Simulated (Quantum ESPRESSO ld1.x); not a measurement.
# Valence configurations of Tm

NIST gives [Xe] 4f13 6s2 as the ground configuration of Tm. Does this level of theory agree? Several fillings of the valence shells are run.

The numbers are computed with Quantum ESPRESSO ld1.x 7.5 (scalar-relativistic Kohn-Sham, LDA (Slater exchange, Perdew-Wang correlation), spin-polarised, spherical densities, point nucleus; open shells are filled with parallel spins first), except any that are marked as measured or tabulated.

**1. The system**

| Item | Value |
| --- | --- |
| element | thulium (Z = 69) |
| charge | 0 |
| electrons | 69 |
| configuration | [Xe] 4f13 6s2 |
| others tried | 4f12 5d1 6s2; 4f13 6s1 6p1; 4f13 5d1 6s1; 4f13 6p2; 4f14 6s1; 4f12 6s2 6p1; 4f12.5 6s0.5 6p2; 4f11 5d1 6s2 6p1; 4f13.5 6s1.5 |

Outer shells as boxes (Hund's rule):

Tm
```
[Xe] core
4f [↑↓][↑↓][↑↓][↑↓][↑↓][↑↓][↑ ]
6s [↑↓]
```

**2. [Xe] 4f13 6s2**

File ld1.in:

```fortran
 &input
    atom='Tm',
    iswitch=1,
    rel=1,
    lsd=1,
    dft='PW',
    config='[Xe] 4f13 6s2',
    verbosity='high',
    prefix='ld1',
    max_out_wfc=37,
    file_charge='ld1.rho',
 /
```

**3. [Xe] 4f12 5d1 6s2**

ld1.in: that of step 2 with these lines changed.

```diff
@@ -6,3 +6,3 @@
     dft='PW',
-    config='[Xe] 4f13 6s2',
+    config='[Xe] 4f12 5d1 6s2',
     verbosity='high',
```

**4. [Xe] 4f13 6s1 6p1**

ld1.in: that of step 3 with these lines changed.

```diff
@@ -6,3 +6,3 @@
     dft='PW',
-    config='[Xe] 4f12 5d1 6s2',
+    config='[Xe] 4f13 6s1 6p1',
     verbosity='high',
```

**5. [Xe] 4f13 5d1 6s1**

ld1.in: that of step 4 with these lines changed.

```diff
@@ -6,3 +6,3 @@
     dft='PW',
-    config='[Xe] 4f13 6s1 6p1',
+    config='[Xe] 4f13 5d1 6s1',
     verbosity='high',
```

**6. [Xe] 4f13 6p2**

ld1.in: that of step 5 with these lines changed.

```diff
@@ -6,3 +6,3 @@
     dft='PW',
-    config='[Xe] 4f13 5d1 6s1',
+    config='[Xe] 4f13 6p2',
     verbosity='high',
```

**7. [Xe] 4f14 6s1**

ld1.in: that of step 6 with these lines changed.

```diff
@@ -6,3 +6,3 @@
     dft='PW',
-    config='[Xe] 4f13 6p2',
+    config='[Xe] 4f14 6s1',
     verbosity='high',
```

**8. [Xe] 4f12 6s2 6p1**

ld1.in: that of step 7 with these lines changed.

```diff
@@ -6,3 +6,3 @@
     dft='PW',
-    config='[Xe] 4f14 6s1',
+    config='[Xe] 4f12 6s2 6p1',
     verbosity='high',
```

**9. [Xe] 4f12.5 6s0.5 6p2**

ld1.in: that of step 8 with these lines changed.

```diff
@@ -6,3 +6,3 @@
     dft='PW',
-    config='[Xe] 4f12 6s2 6p1',
+    config='[Xe] 4f12.5 6s0.5 6p2',
     verbosity='high',
```

**10. [Xe] 4f11 5d1 6s2 6p1**

ld1.in: that of step 9 with these lines changed.

```diff
@@ -6,3 +6,3 @@
     dft='PW',
-    config='[Xe] 4f12.5 6s0.5 6p2',
+    config='[Xe] 4f11 5d1 6s2 6p1',
     verbosity='high',
```

**11. [Xe] 4f13.5 6s1.5**

ld1.in: that of step 10 with these lines changed.

```diff
@@ -6,3 +6,3 @@
     dft='PW',
-    config='[Xe] 4f11 5d1 6s2 6p1',
+    config='[Xe] 4f13.5 6s1.5',
     verbosity='high',
```

**Question.** What will these runs give? Wanted: for each run, valence; E − E(NIST configuration); moment; highest level; its energy; 1s shift.

**Answer**, as computed:

```csv
valence,E − E(NIST configuration) (eV),moment (μB),highest level,its energy (eV),1s shift (eV)
4f13 6s2,0.000,1,4f down,-2.939,+0.00
4f13.5 6s1.5,1.096,1,4f down,-0.162,+3.01
4f13 6s1 6p1,2.506,3,6p up,-2.089,-1.38
4f13 5d1 6s1,2.644,3,5d up,-1.065,+0.60
4f12 5d1 6s2,4.190,3,5d up,-2.372,-6.63
4f12 6s2 6p1,5.607,3,6p up,-2.408,-9.83
4f13 6p2,5.743,3,6p up,-2.626,-2.80
4f12.5 6s0.5 6p2,6.359,4,6p up,-2.871,-6.65
4f11 5d1 6s2 6p1,15.853,5,6p up,-2.582,-17.42
```

The NIST configuration is the lowest of those tried, 1.096 eV under 4f13.5 6s1.5. The energies are those of spherical high-spin densities, not of single terms. The 1s eigenvalue shifts by up to 17.42 eV as the valence charge is rearranged.
